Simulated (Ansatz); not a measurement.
**BFH₅NSi: basis-set convergence**

An exercise on one series of results from a longer session: the logs are not shown, and one member is left open.

The runs use Ansatz 0.2.0, Gaussian basis; one geometry, several basis sets.

Levels to be run: PBE0-D4/def2-SVP; ωB97M-V/def2-SVP; PBE0-D4/def2-QZVPP; ωB97M-V/def2-QZVPP; the functionals' def2-TZVPP values are taken from earlier runs.

## Structure used throughout

All runs share one geometry, relaxed beforehand with PBE0-D4 in a triple-zeta def2 set.

SMILES `B[SiH](N)F`, 9 atoms, charge 0, spin multiplicity 1.

Atoms are counted from 1 here; the program's logs count them from 0.

Bond lengths: B1–Si2 2.005 Å, B1–H5 1.195 Å, B1–H6 1.198 Å, Si2–N3 1.703 Å, Si2–F4 1.613 Å, Si2–H7 1.484 Å, N3–H8 1.006 Å, N3–H9 1.007 Å. Angles: Si2–B1–H5 123.8°, Si2–B1–H6 119.3°, H5–B1–H6 116.9°, B1–Si2–N3 106.3°, B1–Si2–F4 107.0°, B1–Si2–H7 118.3°, N3–Si2–F4 114.6°, N3–Si2–H7 105.9°, F4–Si2–H7 105.2°, Si2–N3–H8 122.8°, Si2–N3–H9 122.2°, H8–N3–H9 112.1°.

Geometry (Å):

```xyz
9
BFH5NSi
B    -0.74181    1.26300   -0.67214
Si    0.33126   -0.41591   -0.44463
N     0.48045   -0.66456    1.23347
F    -0.45395   -1.58686   -1.22874
H    -0.36566    2.21267   -1.29269
H    -1.80764    1.35500   -0.13269
H     1.71345   -0.44715   -0.98389
H     1.23237   -1.19416    1.64208
H    -0.29976   -0.56834    1.86203
```

The first run:

File in.yaml:

```yaml
crystal:
  periodic: [false, false, false]
  atoms:
    - {symbol: B, position_ang: [-0.741812, 1.263003, -0.672145]}
    - {symbol: Si, position_ang: [0.331257, -0.415913, -0.444629]}
    - {symbol: N, position_ang: [0.480446, -0.664557, 1.233471]}
    - {symbol: F, position_ang: [-0.453948, -1.586861, -1.228736]}
    - {symbol: H, position_ang: [-0.365658, 2.212673, -1.292692]}
    - {symbol: H, position_ang: [-1.807645, 1.354998, -0.132689]}
    - {symbol: H, position_ang: [1.713445, -0.447150, -0.983894]}
    - {symbol: H, position_ang: [1.232374, -1.194158, 1.642080]}
    - {symbol: H, position_ang: [-0.299758, -0.568335, 1.862034]}
basis:
  gaussian: {orbitals: def2-SVP}
hamiltonian: {xc: pbe0, dispersion: d4}
output: {orbitals: {seedname: orbitals}}
```

Started as:

```sh
> ansatz run in.yaml --threads 2 --pin off --events-out ev --progress --plain --max-ram 4352MiB
```

Among the steps run: PBE0-D4 in def2-SVP; ωB97M-V in def2-SVP; PBE0-D4 in def2-QZVPP; ωB97M-V in def2-QZVPP.

One of the session's tables, all rows but one given; the rest of the session is left out.

It belongs to the step «Density functionals: the series». 

| functional | basis | HOMO (eV) | LUMO (eV) |
| --- | --- | --- | --- |
| PBE0-D4 | def2-SVP | -7.76 | -2.29 |
| PBE0-D4 | def2-TZVPP | ? | ? |
| PBE0-D4 | def2-QZVPP | -7.98 | -2.42 |
| ωB97M-V | def2-SVP | -10.04 | -0.21 |
| ωB97M-V | def2-TZVPP | -10.24 | -0.41 |
| ωB97M-V | def2-QZVPP | -10.27 | -0.47 |

**Question.** Estimate the row for PBE0-D4, def2-TZVPP.

The run gave: HOMO (eV): -7.95; LUMO (eV): -2.39. In the column «HOMO (eV)» it lies between PBE0-D4, def2-QZVPP (-7.98) and PBE0-D4, def2-SVP (-7.76).
